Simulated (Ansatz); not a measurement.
# CH6ClGeN: basis-set convergence

One table from this session's results is given with a row withheld; the runs are named, their logs left out.

Method: one geometry, several basis sets; program: Ansatz 0.2.0, Gaussian basis.

Levels to be run: PBE0-D4/def2-SVP; ωB97M-V/def2-SVP; PBE0-D4/def2-QZVPP; ωB97M-V/def2-QZVPP; the functionals' def2-TZVPP values are taken from earlier runs.

### Structure used throughout

All runs share one geometry, relaxed beforehand with PBE0-D4 in a triple-zeta def2 set.

SMILES `C[NH][GeH2][Cl]`, 10 atoms, charge 0, spin multiplicity 1.

Atoms are counted from 1 here; the program's logs count them from 0.

Bond lengths: C1–N2 1.452 Å, C1–H5 1.097 Å, C1–H6 1.093 Å, C1–H7 1.093 Å, N2–Ge3 1.813 Å, N2–H8 1.010 Å, Ge3–Cl4 2.179 Å, Ge3–H9 1.531 Å, Ge3–H10 1.530 Å. Angles: N2–C1–H5 114.0°, N2–C1–H6 110.1°, N2–C1–H7 109.5°, H5–C1–H6 108.3°, H5–C1–H7 107.6°, H6–C1–H7 107.1°, C1–N2–Ge3 119.8°, C1–N2–H8 112.3°, Ge3–N2–H8 113.7°, N2–Ge3–Cl4 112.1°, N2–Ge3–H9 108.6°, N2–Ge3–H10 109.0°, Cl4–Ge3–H9 105.3°, Cl4–Ge3–H10 106.4°, H9–Ge3–H10 115.5°.

The first run:

in.yaml

```yaml
crystal:
  periodic: [false, false, false]
  atoms:
    - {symbol: C, position_ang: [0.084227, 1.012581, -0.987781]}
    - {symbol: N, position_ang: [-0.629369, 0.428835, 0.133963]}
    - {symbol: Ge, position_ang: [0.141295, -0.897817, 1.100689]}
    - {symbol: Cl, position_ang: [0.548320, -2.662856, -0.111205]}
    - {symbol: H, position_ang: [0.139675, 0.360744, -1.868438]}
    - {symbol: H, position_ang: [-0.388938, 1.952107, -1.285324]}
    - {symbol: H, position_ang: [1.107779, 1.249214, -0.686305]}
    - {symbol: H, position_ang: [-1.603454, 0.263722, -0.076265]}
    - {symbol: H, position_ang: [1.511656, -0.416800, 1.584876]}
    - {symbol: H, position_ang: [-0.828094, -1.340833, 2.198789]}
basis:
  gaussian: {orbitals: def2-SVP}
hamiltonian: {xc: pbe0, dispersion: d4}
output: {orbitals: {seedname: orbitals}}
```

Among the steps run: PBE0-D4 in def2-SVP; ωB97M-V in def2-SVP; PBE0-D4 in def2-QZVPP; ωB97M-V in def2-QZVPP.

One of the session's tables, all rows but one given; the rest of the session is left out.

It belongs to the step «Functionals by basis». 

| functional | basis | HOMO (eV) | LUMO (eV) |
| --- | --- | --- | --- |
| PBE0-D4 | def2-SVP | -7.06 | 0.71 |
| PBE0-D4 | def2-TZVPP | ? | ? |
| PBE0-D4 | def2-QZVPP | -7.24 | 0.09 |
| ωB97M-V | def2-SVP | -9.34 | 2.74 |
| ωB97M-V | def2-TZVPP | -9.52 | 2.17 |
| ωB97M-V | def2-QZVPP | -9.55 | 1.61 |

**Question.** Estimate the row for PBE0-D4, def2-TZVPP.

As computed: HOMO (eV): -7.20; LUMO (eV): 0.31. In the column «HOMO (eV)» it lies between PBE0-D4, def2-QZVPP (-7.24) and PBE0-D4, def2-SVP (-7.06).
